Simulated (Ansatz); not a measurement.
# CH₅FSSi₂: one species, many methods

One table from this session's results is given with a row withheld; the runs are named, their logs left out.

Computed with Ansatz 0.2.0, Gaussian basis. Level: functionals in def2-TZVPP, the program's frozen cores in correlated methods.

The runs, in order: PBE-D4, r2SCAN-D4, PBE0-D4, B3LYP-D4, ωB97X-V, ωB97M-V, B2PLYP; CCSD(T)/def2-TZVPP; MP2/def2-QZVPP; extrapolation to the limit.

## The geometry

All runs share one geometry, relaxed beforehand with PBE0-D4 in a triple-zeta def2 set.

SMILES `F[Si]1([SiH3])CS1`, 10 atoms, charge 0, spin multiplicity 1.

Atoms are counted from 1 here; the program's logs count them from 0.

Bond lengths: F1–Si2 1.597 Å, Si2–Si3 2.323 Å, Si2–C4 1.833 Å, Si2–S5 2.075 Å, Si3–H6 1.486 Å, Si3–H7 1.484 Å, Si3–H8 1.485 Å, C4–S5 1.876 Å, C4–H9 1.087 Å, C4–H10 1.086 Å. Angles: F1–Si2–Si3 111.2°, F1–Si2–C4 116.9°, F1–Si2–S5 118.8°, Si3–Si2–C4 123.9°, Si3–Si2–S5 119.4°, C4–Si2–S5 57.0°, Si2–Si3–H6 110.6°, Si2–Si3–H7 107.0°, Si2–Si3–H8 109.4°, H6–Si3–H7 110.0°, H6–Si3–H8 109.6°, H7–Si3–H8 110.2°, Si2–C4–S5 68.0°, Si2–C4–H9 118.7°, Si2–C4–H10 121.9°, S5–C4–H9 112.5°, S5–C4–H10 113.2°, H9–C4–H10 113.5° and more.

Set-up of the first run:

Contents of in.yaml:

```yaml
crystal:
  periodic: [false, false, false]
  atoms:
    - {symbol: F, position_ang: [-2.211696, 0.146889, 0.352999]}
    - {symbol: Si, position_ang: [-0.700823, 0.159436, -0.165259]}
    - {symbol: Si, position_ang: [0.499235, -1.631492, 0.700635]}
    - {symbol: C, position_ang: [0.033779, 1.795155, -0.543874]}
    - {symbol: S, position_ang: [-0.314068, 0.805375, -2.098757]}
    - {symbol: H, position_ang: [0.327272, -1.713379, 2.174186]}
    - {symbol: H, position_ang: [1.926969, -1.399225, 0.367534]}
    - {symbol: H, position_ang: [0.025749, -2.891380, 0.073853]}
    - {symbol: H, position_ang: [-0.593178, 2.679039, -0.464817]}
    - {symbol: H, position_ang: [1.089659, 1.998383, -0.393801]}
basis:
  gaussian: {orbitals: def2-TZVPP}
hamiltonian: {xc: pbe, dispersion: d4}
output: {forces: true, orbitals: {seedname: orbitals}}
```

On the command line:

```console
ansatz run in.yaml --threads 4 --pin off --events-out ev --progress --plain --max-ram 10444MiB
```

Among the steps run: PBE-D4 (GGA); r2SCAN-D4 (meta-GGA); PBE0-D4 (hybrid); B3LYP-D4 (hybrid); ωB97X-V (range-separated); ωB97M-V (range-separated); B2PLYP (double hybrid); CCSD(T) in def2-TZVPP; MP2 in def2-QZVPP.

One table of the session follows, with a row left open; its other results are not shown here.

| method | atomisation energy (eV) |
| --- | --- |
| PBE-D4 | 36.326 |
| r2SCAN-D4 | 36.094 |
| PBE0-D4 | 35.816 |
| B3LYP-D4 | 35.680 |
| ωB97X-V | 36.181 |
| ωB97M-V | 35.999 |
| B2PLYP | 35.306 |
| HF/def2-TZVPP | ? |
| MP2/def2-TZVPP | 35.423 |
| CCSD/def2-TZVPP | 34.262 |
| CCSD(T)/def2-TZVPP | 34.841 |
| MP2/CBS | 36.523 |
| CCSD(T)/CBS | 35.941 |

Estimate the missing values for HF/def2-TZVPP.

The run gave: atomisation energy (eV): 26.252. In the column «atomisation energy (eV)» it is the lowest.

Caveats from the session: Free atoms (1 F, 2 Si, 1 C, 1 S, 5 H) were run apart at each level; the atomisation energy is their sum less the molecule, without zero-point or spin-orbit terms.
